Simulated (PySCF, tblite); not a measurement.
# C6H10F2OSi: geometry, infrared bands and NMR shifts

Wanted: the infrared bands and NMR shifts of C6H10F2OSi (`COC1=C[C@@H](C(F)F)[SiH2]C1`), by calculation.

Programs: tblite 0.8.0 and PySCF 2.14.0, with density-fitted response routines of our own. Each step states its level of theory. These are calculated values for one molecule in the gas phase, unless marked as measured. Atoms are numbered from 0 throughout.

## (1) The molecule as given

20 atoms, charge 0, multiplicity 1; geometry from: force field or distance geometry start.

Bonds of the start (Å): C0–O1 1.42, O1–C2 1.36, C2–C3 1.37, C3–C4 1.53, C4–C5 1.53, C5–F6 1.37, C5–F7 1.35, C4–Si8 1.92, Si8–C9 1.89, C9–C2 1.52, C0–H10 1.08, C0–H11 1.10, C0–H12 1.10, C3–H13 1.08, C4–H14 1.10, C5–H15 1.09, Si8–H16 1.49, Si8–H17 1.49, C9–H18 1.09, C9–H19 1.10.

## (2) Relaxing the molecule with GFN2-xTB

What the job is given:

```
{"job": {"kind": "relax", "xc": "GFN2-xTB", "basis": "xTB"}, "charge": 0, "multiplicity": 1}
C      2.940000    -0.215800    -1.036500
O      2.203400    -0.887500    -0.024900
C      0.948500    -0.456900     0.262200
C      0.268800     0.562800    -0.344900
C     -1.147600     0.871800     0.138500
C     -2.178400     0.773000    -0.989100
F     -1.848000     1.652200    -1.979900
F     -3.382900     1.174500    -0.522500
Si    -1.464300    -0.411500     1.533700
C      0.243000    -1.216000     1.374300
H      3.912200    -0.685600    -1.123100
H      2.422400    -0.310900    -2.000700
H      3.077100     0.840900    -0.764300
H      0.693000     1.161400    -1.134900
H     -1.164100     1.887200     0.569200
H     -2.270900    -0.224400    -1.411700
H     -1.659900     0.250000     2.857200
H     -2.552400    -1.365800     1.165100
H      0.146800    -2.269800     1.115400
H      0.808100    -1.118800     2.313900
```

On the command line:

```sh
$ OMP_NUM_THREADS=1 python probes_run.py task.json out
```

One launch serves the whole session: the jobs run in the order shown.

**Question.** This job is followed by: GFN2-xTB harmonic vibrations, gas phase; GIAO PBE0/pcSseg-1 NMR shielding, non-relativistic, gas phase. Predict these results of the whole session: strongest single infrared mode (GFN2-xTB); zero-point energy (GFN2-xTB); ¹³C shifts against TMS (PBE0/pcSseg-1); ¹H shifts against TMS (PBE0/pcSseg-1, means over atoms taken as alike); ¹⁷O shifts against H2O (PBE0/pcSseg-1); ¹⁹F shifts against CFCl3 (PBE0/pcSseg-1); ²⁹Si shifts against TMS (PBE0/pcSseg-1); surface potential, 1st and 99th percentile.

As calculated:

| quantity | value |
| --- | --- |
| strongest single infrared mode (GFN2-xTB) | 2279 cm⁻¹, 418 km/mol |
| zero-point energy (GFN2-xTB) | 91.6 kcal/mol |
| ¹³C shifts against TMS (PBE0/pcSseg-1) | 171.4, 127.3, 96.9, 57.3, 38.6, 18.2 ppm |
| ¹H shifts against TMS (PBE0/pcSseg-1, means over atoms taken as alike) | 5.82, 4.53, 4.39, 4.36, 3.78, 2.91, 1.89, 1.86 ppm |
| ¹⁷O shifts against H2O (PBE0/pcSseg-1) | 124.6 ppm |
| ¹⁹F shifts against CFCl3 (PBE0/pcSseg-1) | -126.1, -127.8 ppm |
| ²⁹Si shifts against TMS (PBE0/pcSseg-1) | -38.1 ppm |
| surface potential, 1st and 99th percentile | -1.03 V and 1.02 V |

In words: Over 57 steps the energy fell by 0.169 eV; of the close pairs, C2–C3 changed most, 1.368 to 1.330 Å. All 54 modes are real, so the xTB geometry is a minimum. Unscaled tight-binding wavenumbers are off by several per cent, some by more. Its intensities can rank the bands wrongly. C2 (alkene carbon bearing oxygen) lies farthest downfield among carbon, at 171.4 ppm; an sp2 carbon further deshielded by the attached heteroatom. H15 (hydrogen on an sp3 CH bonded to 2 F) lies farthest downfield among hydrogen, at 5.82 ppm; its carbon carries F, an electronegative neighbour. At PBE0/pcSseg-1: The widest tensor belongs to O1: span 205 ppm, with a paramagnetic part of -186 ppm.
